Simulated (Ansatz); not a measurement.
## two structures of Na: a comparison of enthalpies under pressure, step by step

With Ansatz 0.2.0, Python API.

Notebook, run cell by cell (the value of a cell's last expression is shown):

```python
import warnings

import ansatz
import numpy as np
from tabulate import tabulate
```

```python
def hcp(A, a):
    return (
        ansatz.Lattice.from_parameters(a, a, 1.633 * a, alpha=90, beta=90, gamma=120)
        .space_group(194)
        .atom(A, (1 / 3, 2 / 3, 0.25))
    )


def sc(first, a):
    return (
        ansatz.Lattice.cubic(a)
        .space_group(221)
        .atom(first, (0, 0, 0))
    )


def compute(name, crystal, pressure=0.0):
    calc = (
        crystal.calculation()
        .functional("pbesol")
        .basis(520)
        .kpoints(spacing=0.33)
        .occupations("cold", width=0.05)
    )
    calc = calc.relax(force_tolerance=0.02, max_steps=60, cell=True, pressure=pressure)
    return calc.run(threads=1)
```

```python
def volume_per_atom(outcome):
    return abs(np.linalg.det(outcome.lattice.cell_ang)) / len(outcome.lattice.sites)
```

```python
warnings.simplefilter("ignore", ansatz.DeckWarning)
```

```python
phases = {}
phases["hcp"] = hcp("Na", 3.81)
phases["sc"] = sc("Na", 3.51)
```

```python
pressures = [0, 5, 10, 20]
enthalpy, volume = {name: [] for name in phases}, {name: [] for name in phases}
for p in pressures:
    for name, crystal in phases.items():
        o = compute(name, crystal, pressure=p)
        volume[name].append(volume_per_atom(o))
        enthalpy[name].append(o.report["energy_sigma0_ev"] / len(o.lattice.sites) + p * volume[name][-1] / 160.21766)
gap = np.array(enthalpy["sc"]) - np.array(enthalpy["hcp"])
rows = [(p, va, vb, 1000 * d) for p, va, vb, d in zip(pressures, volume["hcp"], volume["sc"], gap)]
print(tabulate(rows, headers=["P (GPa)", "V hcp (A^3/atom)", "V sc (A^3/atom)", "H(sc) - H(hcp) (meV/atom)"], floatfmt=".4f", tablefmt="plain"))
crossings = [p0 - g0 * (p1 - p0) / (g1 - g0) for p0, p1, g0, g1 in zip(pressures, pressures[1:], gap, gap[1:]) if g0 * g1 < 0]
print("crossing near", [round(float(p), 1) for p in crossings], "GPa") if crossings else print("no crossing in this range")
```

      P (GPa)    V hcp (A^3/atom)    V sc (A^3/atom)    H(sc) - H(hcp) (meV/atom)
            0             36.3120            38.8129                     147.3159
            5             25.8377            26.5002                     186.5972
           10             21.9804            22.2464                     200.3007
           20             18.1100            18.1307                     208.7047
    no crossing in this range

Reading the output:
- At a fixed pressure a relaxation lowers the enthalpy F + PV, while F alone can rise.
- For the metals among these phases the mesh is modest: differences between phases can be off by up to 40 meV an atom.
- These metals are very soft, so angles and axial ratios aren't settled by this mesh and stress tolerance.
- Only these two structures are compared, at zero temperature and with their symmetry kept; either may be hypothetical, and another phase may be lower than both. Differences under about 40 meV an atom lie within the error of mesh and functional.
- The cells are prototypes set up for this calculation and needn't exist.
- Finished in 60 s on 1 thread of Intel(R) Xeon(R) Platinum 8259CL CPU @ 2.50GHz (Skylake/Cascade Lake), with other jobs on the host, peak memory 0.45 GiB.
